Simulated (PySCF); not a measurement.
# BCl₃: geometry, coupled-cluster ionisations and excitations

Aim: predict the coupled-cluster ionisations and excitations of BCl₃ (`ClB(Cl)Cl`).

Programs: PySCF 2.14.0, with density-fitted response routines of our own. Each step states its level of theory. These are calculated values for one molecule in the gas phase, unless marked as measured. Atoms are numbered from 0 throughout.

**1. The starting structure**

4 atoms, charge 0, multiplicity 1; geometry from: GFN2-xTB.

Bonds of the start (Å): Cl0–B1 1.72, B1–Cl2 1.72, B1–Cl3 1.72.

**2. Optimising the geometry at PBE0-D3(BJ)/def2-TZVP**

The job: settings as JSON, then the geometry in Å.

```
{"job": {"xc": "PBE0", "basis": "def2-TZVP", "d3": "d3bj", "grid": 2, "kind": "geom"}, "charge": 0, "multiplicity": 1}
Cl    -0.860380    -1.493280    -0.002750
B     -0.000210     0.000380    -0.000590
Cl    -0.863030     1.491740     0.006540
Cl     1.723410     0.001540    -0.003610
```

**Question.** This job is followed by: EOM-CCSD/cc-pVTZ, vertical, frozen core, gas phase. What will the session give for the following? point group; rotational constants (main isotopes); correlation energy, MP2 and CCSD; T1 diagnostic; first ionisation (EOM-IP-CCSD).

The runs gave:

```
                            quantity                 value
                         point group                   D3h
rotational constants (main isotopes)  3.19, 3.19, 1.60 GHz
    correlation energy, MP2 and CCSD     -17.92, -19.09 eV
                       T1 diagnostic                0.0110
      first ionisation (EOM-IP-CCSD)              11.73 eV
```

What this shows: The optimisation took 4 steps and gained 0.008 eV; among the close pairs (by a distance rule), B1–Cl2 changed most, from 1.723 to 1.737 Å. No frequency check was run at this level, so the end point may be a saddle. MP2 recovers 94 % of the CCSD correlation energy. For the hole of the first ionisation, Koopmans' theorem lies 0.72 eV above EOM-IP-CCSD.
